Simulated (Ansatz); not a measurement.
C2H6ClFSi, SMILES FC([SiH3])CCl: a rigid torsion scan, run with the Python package of Ansatz (0.2.0).

`run_torsion.py`:
```python
import ansatz as az
from ase import Atoms

atoms = Atoms(["F", "C", "Si", "C", "Cl", "H", "H", "H", "H", "H", "H"], positions=[
    (-1.6565, -0.4158, 0.4999),
    (-0.4597, 0.1794, 0.4184),
    (0.7503, -1.2038, 0.5085),
    (-0.2884, 1.0186, -0.8621),
    (-1.4234, 2.4328, -0.7877),
    (-0.3405, 0.8409, 1.2972),
    (2.1875, -0.6443, 0.4908),
    (0.6921, -2.1073, -0.6462),
    (0.6441, -1.9664, 1.8235),
    (0.6546, 1.379, -1.0123),
    (-0.6947, 0.4299, -1.7093),
])

first = (
    az.Crystal.molecule_from_ase(atoms).calculation()
    .basis(gaussian="cc-pVDZ")
    .functional("pbe0")
    .relax(force_tolerance=0.02, max_steps=80)
)
atoms.positions = first.run().report["positions_ang"]

start = atoms.get_dihedral(0, 1, 3, 4)
energies = {}
for turn in range(0, 360, 30):
    turned = atoms.copy()
    turned.set_dihedral(0, 1, 3, 4, start + turn, indices=[3, 4, 9, 10])
    calculation = az.Crystal.molecule_from_ase(turned).calculation()
    calculation = calculation.basis(gaussian="cc-pVDZ")
    calculation = calculation.correlation("MP2")
    energies[round((start + turn) % 360)] = calculation.run().report["free_energy_ev"]
floor = min(energies.values())
print("dihedral F0-C1-C3-Cl4 (deg)   E - E(min) (eV)")
for angle, e in sorted(energies.items()):
    print(f"{angle:8d} {(e - floor):14.3f}  " + "#" * int(30 * (e - floor) / max(max(energies.values()) - floor, 1e-9)))
```

Where along the turn do the lowest and the highest point lie, and how far apart are they?

The lowest point is at 66° and the highest at 6°, 0.374 eV (36.1 kJ/mol) above it, with the rest of the molecule held.

What the script printed:

```console
$ python run_torsion.py
dihedral F0-C1-C3-Cl4 (deg)   E - E(min) (eV)
       6          0.374  ##############################
      36          0.141  ###########
      66          0.000
      96          0.114  #########
     126          0.192  ###############
     156          0.082  ######
     186          0.067  #####
     216          0.239  ###################
     246          0.291  #######################
     276          0.149  ###########
     306          0.075  ######
     336          0.285  ######################
```

Caveats:
- The scan is rigid and the energies are electronic, in a modest basis. With rigid groups the curve can differ much from the relaxed path, the start wasn't checked as a minimum of this torsion, and equivalent turns needn't return to the same energy.
- The start is relaxed with a density functional and scanned with the wavefunction method, so it isn't exactly that method's minimum.
- Finished in 88 s on 1 thread of Arm Neoverse V1, with other jobs on the host, peak memory 0.33 GiB.
